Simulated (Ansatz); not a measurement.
# CO₂, space group I-42d: densities of the highest filled and lowest empty bands

Program: the Ansatz DFT code, driven from Python.

Input file `co2.extxyz`:
```text
6
Lattice="-1.974727 1.974727 3.014058 1.974727 -1.974727 3.014058 1.974727 1.974727 -3.014058" Properties=species:S:1:pos:R:3 pbc="T T T"
C    -0.00000000    1.97472700    1.50702900
C     0.00000000    0.00000000    0.00000000
O    -0.98736350    1.32226930    2.26054350
O     2.96209050    0.65245770   -0.75351450
O     0.65245770    0.98736350    0.75351450
O     1.32226930    0.98736350    3.76757250
```

`partial_co2.py`
```python
# -*- coding: utf-8 -*-
'''Where the band-edge states of CO2 lie.'''

import itertools
import logging
import sys
import warnings

import ansatz as az
import numpy as np

logging.basicConfig(stream=sys.stdout, format='[%(levelname)s] %(message)s')
logger = logging.getLogger('co2')
logger.setLevel(logging.INFO)


def main():
    warnings.simplefilter('ignore', az.DeckWarning)

    xtal = az.Crystal.from_extxyz('co2.extxyz')

    calc = (
        xtal.calculation()
        .functional('PBEsol')
        .pseudopotentials('nc')
        .kpoints(length=9)
        .scf(tolerance=1e-08, lower_state_search='light')
        .occupations('fixed')
        .band_densities([('v2', 'v1'), ('c1', 'c2')])
    )
    with warnings.catch_warnings(record=True) as caught:
        warnings.simplefilter('always')
        outcome = calc.run()
    print('warnings raised:', sorted(w.category.__name__ for w in caught) or 'none')
    rep = outcome.report
    # share of each window within a sphere about each atom, summed on the grid
    cell = np.asarray(outcome.lattice.cell_ang)
    for names, window in zip([('v2', 'v1'), ('c1', 'c2')], outcome.band_densities().windows):
        density = window.outcome.density
        rho = density.channels[0].density_e_per_ang3
        axes = density.fft_grid_basis @ cell
        points = np.stack(np.meshgrid(*(np.arange(n) / n for n in rho.shape), indexing='ij'), axis=-1)
        print('bands', names, 'electrons', np.round(window.outcome.n_electrons, 3), 'peak', round(float(rho.max()), 3), 'e/A^3')
        for index, site in enumerate(outcome.lattice.sites):
            offset = points - np.asarray(site.position_ang) @ np.linalg.inv(axes)
            offset -= np.round(offset)
            distance = np.min([np.linalg.norm((offset + image) @ axes, axis=-1) for image in itertools.product((-1, 0, 1), repeat=3)], axis=0)
            logger.info(f'   {index} {site.symbol:2s} {100 * rho[distance < 1.2].sum() / rho.sum():5.1f} % within 1.2 A')


if __name__ == '__main__':
    main()
```

Running `python partial_co2.py` prints:
```text
warnings raised: ['DeckWarning', 'PlacementWarning']
bands ('v2', 'v1') electrons [4.] peak 2.373 e/A^3
[INFO]    0 C   13.4 % within 1.2 A
[INFO]    1 C   13.4 % within 1.2 A
[INFO]    2 O   24.0 % within 1.2 A
[INFO]    3 O   24.0 % within 1.2 A
[INFO]    4 O   24.0 % within 1.2 A
[INFO]    5 O   24.0 % within 1.2 A
bands ('c1', 'c2') electrons [4.] peak 1.367 e/A^3
[INFO]    0 C   35.9 % within 1.2 A
[INFO]    1 C   35.9 % within 1.2 A
[INFO]    2 O   20.6 % within 1.2 A
[INFO]    3 O   20.6 % within 1.2 A
[INFO]    4 O   20.6 % within 1.2 A
[INFO]    5 O   20.6 % within 1.2 A
```

What to keep in mind:
- The settings weren't tested for convergence.
- The k-point mesh is coarse, and energy and stress weren't tested for convergence.
- This cell is a computed structure, which may not be the phase found in nature.
- The windows are summed over all k-points with every state counted as full, the empty ones too; where a window cuts a degenerate level its bands share the weight. Values near the nuclei depend on the potentials. Spheres that overlap count density twice, so shares are no populations.
- Finished in 3.3 s on 1 thread of Arm Neoverse V2, on a shared host, peak memory 0.37 GiB.

(A comment or docstring line of the script was reworded after the run, the code is as it ran.)
